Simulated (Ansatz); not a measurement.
# RbNb2: the cost of one run

Computed with Ansatz 0.2.0 (DFT PBE, scalar-relativistic, plane waves, PAW, unless a step's input says otherwise).

### Step 1. The structure to begin with

The structure is cubic, space group Fd-3m (No. 227). Conventional cell: a = 8.374 Å, b = 8.374 Å, c = 8.374 Å, α = 90.00°, β = 90.00°, γ = 90.00°. Rb (site symmetry -43m) is surrounded by 12 Nb at 3.47 Å and 4 Rb at 3.63 Å. Nb (site symmetry -3m) is surrounded by 6 Nb at 2.96 Å.

Structure file:

```cif
data_structure
_symmetry_space_group_name_H-M 'Fd-3m:1'
_symmetry_Int_Tables_number 227
_cell_length_a 8.3740
_cell_length_b 8.3740
_cell_length_c 8.3740
_cell_angle_alpha 90.000
_cell_angle_beta 90.000
_cell_angle_gamma 90.000
_cell_volume 587.21
loop_
_atom_site_label
_atom_site_type_symbol
_atom_site_symmetry_multiplicity
_atom_site_Wyckoff_symbol
_atom_site_fract_x
_atom_site_fract_y
_atom_site_fract_z
_atom_site_occupancy
Rb1 Rb 8 b 0.00000 0.00000 0.50000 1
Nb1 Nb 16 c 0.12500 0.12500 0.12500 1
```

This is candidate A: cubic Laves (C15) type (Fd-3m, No. 227).

(A quick probe on a coarse mesh, which set the mesh and smearing, is not shown.)

### Step 3. Full relaxation (candidate A)

Input file input.yaml:

```yaml
crystal:
  lattice:
    - [0.0, 4.1869863596, 4.1869863596]
    - [4.1869863596, 0.0, 4.1869863596]
    - [4.1869863596, 4.1869863596, 0.0]
  atoms:
    - { symbol: Rb, position: [0.0, 0.0, 0.0] }
    - { symbol: Rb, position: [0.25, 0.25, 0.25] }
    - { symbol: Nb, position: [0.625, 0.625, 0.625] }
    - { symbol: Nb, position: [0.125, 0.625, 0.625] }
    - { symbol: Nb, position: [0.625, 0.625, 0.125] }
    - { symbol: Nb, position: [0.625, 0.125, 0.625] }
basis:
  ecutwfc: 420
kpoints:
  mp_grid: { grid: [8, 8, 8] }
hamiltonian:
  xc: pbe
scf:
  occupations: { method: gaussian, width: 0.1 }
output:
  forces: true
  stress: true
  eigenvalues: true
relax:
  adjacent_minimum: "off"
  f_tol: 0.01
  max_steps: 80
  cell: { stress_tol: 0.05 }
```

On the command line:

```bash
> ansatz run input.yaml --threads 1 --pin off --max-ram 2560MiB --backend cpu --events-out ev --progress --plain --runs-dir out
```

What time and memory should one allow on 1 thread of Intel Xeon 6975P-C (Granite Rapids), shared host?

About 21 s, with a peak of 0.54 GiB.
